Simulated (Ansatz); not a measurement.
# The cluster Ge₆Te₆: trial inputs and their diagnosis

1 input was typed for the cluster Ge₆Te₆. Each is run as it stands; the log then has to tell whether the result can be used.

Computed with Ansatz 0.2.0, Gaussian basis. Level: the settings change from run to run.

6 further runs of the same task are left out: 6 set aside as unsound or not needed.

## Step 1: The molecule

An earlier PBE-D4/def2-SVP relaxation fixed the geometry. Te takes a core potential in def2 sets; no spin-orbit term is included.

12 atoms, charge 0, spin multiplicity 1.

Atoms are counted from 1 here; the program's logs count them from 0.

Bond lengths: Ge1–Te7 2.735 Å, Ge1–Te8 2.801 Å, Ge1–Te10 2.804 Å, Ge2–Te9 2.576 Å, Ge2–Te12 2.854 Å, Ge3–Te8 2.769 Å, Ge3–Te9 2.762 Å, Ge3–Te11 2.633 Å, Ge4–Te7 2.822 Å, Ge4–Te11 2.617 Å, Ge4–Te12 2.766 Å, Ge5–Te8 2.650 Å, Ge5–Te10 2.767 Å, Ge5–Te12 2.960 Å, Ge6–Te7 2.760 Å, Ge6–Te10 2.792 Å, Ge6–Te12 2.856 Å. Angles: Te7–Ge1–Te8 103.6°, Te7–Ge1–Te10 95.1°, Te8–Ge1–Te10 90.0°, Te9–Ge2–Te12 104.6°, Te8–Ge3–Te9 87.3°, Te8–Ge3–Te11 108.1°, Te9–Ge3–Te11 113.2°, Te7–Ge4–Te11 105.6°, Te7–Ge4–Te12 94.7°, Te11–Ge4–Te12 107.9°, Te8–Ge5–Te10 94.0°, Te8–Ge5–Te12 108.3°, Te10–Ge5–Te12 96.8°, Te7–Ge6–Te10 94.8°, Te7–Ge6–Te12 94.1°, Te10–Ge6–Te12 98.7°, Ge1–Te7–Ge4 120.0°, Ge1–Te7–Ge6 85.9° and more.

Geometry (Å):

```xyz
12
charge 0, multiplicity 1
Ge   -2.20886   -0.14069   -2.23771
Ge    1.27690   -1.89098    2.52889
Ge    2.77620   -0.41713   -1.58647
Ge    0.49858    2.76903    0.47602
Ge   -0.54671   -1.83872    0.65046
Ge   -2.63773    1.18395    1.23841
Te   -1.78064    2.32099   -1.12602
Te    0.22877   -1.46737   -1.85635
Te    3.04683   -1.99959    0.66044
Te   -3.20765   -1.30487    0.10924
Te    2.54758    2.14582   -1.02808
Te    0.00674    0.63956    2.17114
```

## Step 2: Try 1

Contents of in.yaml:

```yaml
crystal:
  periodic: [false, false, false]
  atoms:
    - {symbol: Ge, position_ang: [-2.208859, -0.140685, -2.237705]}
    - {symbol: Ge, position_ang: [1.276898, -1.890976, 2.528895]}
    - {symbol: Ge, position_ang: [2.776203, -0.417134, -1.586474]}
    - {symbol: Ge, position_ang: [0.498578, 2.769027, 0.476025]}
    - {symbol: Ge, position_ang: [-0.546708, -1.838722, 0.650460]}
    - {symbol: Ge, position_ang: [-2.637732, 1.183945, 1.238411]}
    - {symbol: Te, position_ang: [-1.780637, 2.320993, -1.126022]}
    - {symbol: Te, position_ang: [0.228766, -1.467373, -1.856346]}
    - {symbol: Te, position_ang: [3.046830, -1.999591, 0.660436]}
    - {symbol: Te, position_ang: [-3.207650, -1.304866, 0.109245]}
    - {symbol: Te, position_ang: [2.547582, 2.145816, -1.028076]}
    - {symbol: Te, position_ang: [0.006739, 0.639557, 2.171141]}
basis:
  gaussian: {orbitals: def2-TZVPP, fitting: {mean_field: def2-universal-jkfit}, final_grid: {core_spheres: 8, valence_spheres: 7, degree: 23}}
magnetization: {spin_polarized: true, initial_magnetization: 1}
hamiltonian: {xc: {name: HSE06}, dispersion: d3bjatm, pseudopotentials: {relativity: none}}
scf: {omitted_lower_state_checks: [starts]}
```

Started as:

```
ansatz run in.yaml --threads 2 --pin off --events-out ev --progress --plain --max-ram 22528MiB --backend cuda --devices 0, --max-vram 18GiB
```

Before running them: what should the planned runs give, taken together?

**Answer**, as computed:

| try | level | ended | cause | time |
| --- | --- | --- | --- | --- |
| 1 | HSE06/def2-TZVPP | refused | the number of unpaired electrons doesn't fit the electron count | 0.1 s |

1 refused. A refusal costs next to no computing time.
